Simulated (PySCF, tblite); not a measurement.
# C₂H₁₄OSi₅: geometry, infrared bands and NMR shifts

What infrared bands and NMR shifts should C₂H₁₄OSi₅ (`CCO[SiH]1[SiH2][SiH2][SiH2][SiH2]1`) show?

The runs use tblite 0.8.0 and PySCF 2.14.0, with density-fitted response routines of our own; the level of theory stands in each step. All values are computed, except where a source is named. Atoms count from 0, in the outputs and in this text.

## Step 1: Starting geometry

22 atoms, charge 0, multiplicity 1; geometry from: force field or distance geometry start.

Bonds of the start (Å): C0–C1 1.53, C1–O2 1.41, O2–Si3 1.68, Si3–Si4 2.32, Si4–Si5 2.30, Si5–Si6 2.31, Si6–Si7 2.31, Si7–Si3 2.33, C0–H8 1.10, C0–H9 1.08, C0–H10 1.10, C1–H11 1.08, C1–H12 1.10, Si3–H13 1.49, Si4–H14 1.49, Si4–H15 1.49, Si5–H16 1.48, Si5–H17 1.49, Si6–H18 1.50, Si6–H19 1.49, Si7–H20 1.48, Si7–H21 1.50.

## Step 2: Relaxing the molecule with GFN2-xTB

The job: settings as JSON, then the geometry in Å.

```
{"job": {"kind": "relax", "xc": "GFN2-xTB", "basis": "xTB"}, "charge": 0, "multiplicity": 1}
C      3.436800     0.449100     0.777000
C      2.607400     0.022900    -0.436100
O      1.276700     0.445300    -0.227400
Si     0.124300     0.091600    -1.396500
Si    -1.638200     1.590500    -1.284400
Si    -2.749300     0.970400     0.637000
Si    -2.304300    -1.277600     0.921000
Si    -0.963300    -1.892100    -0.853400
H      3.395900     1.536600     0.898600
H      4.468000     0.142600     0.677400
H      3.018300     0.014200     1.694600
H      3.026300     0.472000    -1.330300
H      2.651300    -1.072400    -0.509700
H      0.767500     0.036500    -2.734000
H     -2.530000     1.389400    -2.465600
H     -1.185200     3.012100    -1.248300
H     -4.206100     1.222900     0.510900
H     -2.231900     1.734300     1.806700
H     -1.583600    -1.496100     2.214600
H     -3.557200    -2.077700     0.945300
H     -0.016900    -2.979400    -0.504700
H     -1.817000    -2.315800    -2.006600
```

Launch:

```
OMP_NUM_THREADS=1 python probes_run.py task.json out
```

The driver reads the jobs from task.json and runs them one after another.

**Question.** This job is followed by: GFN2-xTB harmonic vibrations, gas phase; GIAO PBE0/pcSseg-1 NMR shielding, non-relativistic, gas phase. Predict these results of the whole session: strongest single infrared mode (GFN2-xTB); zero-point energy (GFN2-xTB); 13C shifts against TMS (PBE0/pcSseg-1); 1H shifts against TMS (PBE0/pcSseg-1, means over atoms taken as alike); 17O shifts against H2O (PBE0/pcSseg-1); 29Si shifts against TMS (PBE0/pcSseg-1, means over atoms taken as alike).

As calculated:

| quantity | value |
| --- | --- |
| strongest single infrared mode (GFN2-xTB) | 2192 cm⁻¹, 907 km/mol |
| zero-point energy (GFN2-xTB) | 89.6 kcal/mol |
| 13C shifts against TMS (PBE0/pcSseg-1) | 65.1, 20.8 ppm |
| 1H shifts against TMS (PBE0/pcSseg-1, means over atoms taken as alike) | 6.14, 3.68, 3.63, 3.61, 3.54, 3.10, 1.17 ppm |
| 17O shifts against H2O (PBE0/pcSseg-1) | 19.2 ppm |
| 29Si shifts against TMS (PBE0/pcSseg-1, means over atoms taken as alike) | 4.1, -123.8, -129.4 ppm |

In words: Relaxing lowered the energy by 0.373 eV in 100 steps; the close pair that moved most is O2–Si3, from 1.679 to 1.635 Å. The lowest mode is slightly imaginary (14i cm⁻¹), a soft motion within the noise of the Hessian, so the minimum is not strictly shown. The strongest single mode, at 2192 cm⁻¹, moves mainly H15. Unscaled tight-binding wavenumbers are off by several per cent, some by more. Its intensities can rank the bands wrongly. The most deshielded carbon is C1 (sp3 CH2 bonded to O), at 65.1 ppm: pulled downfield by the heteroatom. At PBE0/pcSseg-1: The largest span, 171 ppm, is at Si3, where the paramagnetic term is -536 ppm.
